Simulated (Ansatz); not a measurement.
# SiC: the cost of one run

Method: DFT r2SCAN, scalar-relativistic, plane waves, PAW, in Ansatz 0.2.0.

The COD entry's cell or inner coordinates are ideal or old and differ from later refinements, so a difference from it is no clean test against experiment.

**1. The starting structure**

It takes space group F-43m (No. 216, cubic). Conventional cell: a = 4.348 Å, b = 4.348 Å, c = 4.348 Å, α = 90.00°, β = 90.00°, γ = 90.00°. Around Si (site symmetry -43m) lie 4 C at 1.88 Å. Around C (site symmetry -43m) lie 4 Si at 1.88 Å.

Coordinates:

```cif
data_structure
_symmetry_space_group_name_H-M 'P 1'
_symmetry_Int_Tables_number 1
_cell_length_a 3.0745
_cell_length_b 3.0745
_cell_length_c 3.0745
_cell_angle_alpha 60.000
_cell_angle_beta 60.000
_cell_angle_gamma 60.000
_cell_volume 20.55
loop_
_atom_site_label
_atom_site_type_symbol
_atom_site_fract_x
_atom_site_fract_y
_atom_site_fract_z
_atom_site_occupancy
Si1 Si 0.00000 0.00000 0.00000 1
C1 C 0.75000 0.75000 0.75000 1
```

The structure comes from the Crystallography Open Database.

(A quick probe on a coarse mesh, which set the mesh and smearing, is not shown.)

**3. The relaxation**

input.yaml reads:

```yaml
crystal:
  lattice:
    - [0.0, 2.174, 2.174]
    - [2.174, 0.0, 2.174]
    - [2.174, 2.174, 0.0]
  atoms:
    - { symbol: Si, position: [0.0, 0.0, 0.0] }
    - { symbol: C, position: [0.75, 0.75, 0.75] }
basis:
  ecutwfc: 500
kpoints:
  mp_grid: { grid: [12, 12, 12] }
hamiltonian:
  xc: r2scan
scf:
  occupations: { method: gaussian, width: 0.02 }
output:
  forces: true
  stress: true
  eigenvalues: true
relax:
  adjacent_minimum: "off"
  f_tol: 0.005
  max_steps: 80
  cell: { stress_tol: 0.05 }
```

Command:

```
$ ansatz run input.yaml --threads 4 --pin off --max-ram 12288MiB --backend cpu --events-out ev --progress --plain --runs-dir out
```

**Question.** How long does this run take on 4 threads of Arm Neoverse V1, shared host, and how much memory does it need?

About 4.2 s, with a peak of 0.37 GiB.
